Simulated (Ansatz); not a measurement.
**CH3BClF: a dynamics run in two tries**

The task is a short trajectory. SMILES of the start: CB(F)Cl.

Method: RKS PBE0-D4/6-31G*, in Ansatz 0.2.0.

## (1) The starting structure

Bond lengths: B1–Cl2 1.768 Å, B1–C3 1.558 Å, C3–H4 1.098 Å, C3–H5 1.094 Å, C3–H6 1.096 Å, B1–F7 1.321 Å. Angles: Cl2–B1–C3 121.4°, Cl2–B1–F7 116.3°, C3–B1–F7 122.3°, B1–C3–H4 109.9°, B1–C3–H5 112.3°, B1–C3–H6 110.8°, H4–C3–H5 108.5°, H4–C3–H6 106.0°, H5–C3–H6 109.0°.

Structure file:

```xyz
7

B     0.0229    0.0283    0.0019
Cl   -0.0205   -0.2708    1.7434
C     1.3637    0.0085   -0.7922
H     1.8126   -0.9919   -0.7440
H     1.2280    0.2783   -1.8434
H     2.0945    0.6892   -0.3397
F    -1.1392    0.2583   -0.5818
```

## (2) First attempt

Contents of input.yaml:

```yaml
crystal:
  periodic: [false, false, false]
  atoms:
    - { symbol: B, position_ang: [0.022902, 0.02829, 0.001859] }
    - { symbol: Cl, position_ang: [-0.020457, -0.270834, 1.743437] }
    - { symbol: C, position_ang: [1.363678, 0.008546, -0.792229] }
    - { symbol: H, position_ang: [1.812598, -0.99195, -0.744021] }
    - { symbol: H, position_ang: [1.22802, 0.278345, -1.843371] }
    - { symbol: H, position_ang: [2.09449, 0.689199, -0.3397] }
    - { symbol: F, position_ang: [-1.139231, 0.258304, -0.581774] }
basis:
  gaussian: { orbitals: "6-31G*" }
hamiltonian:
  xc: pbe0
  dispersion: d4
md:
  timestep: 1.0
  n_steps: 25
  ensemble: berendsen
  temperature: 300.0
  initial_velocities: maxwell_boltzmann
  seed: 838327
  friction: 0.05
  masses: [{ species: H, mass: 10.0 }]
```

Command:

```console
ansatz run input.yaml --threads 1 --pin off --max-ram 2048MiB --backend cpu --events-out ev --progress --plain --runs-dir out
```

Q: Predict the outcome of this session. Wanted: first try.

As calculated:

| quantity | value |
| --- | --- |
| first try | refused |
| cause | the word typed for the ensemble or optimiser is not among those the program lists |

The fault in the first input was caught at the input check and cost nothing.
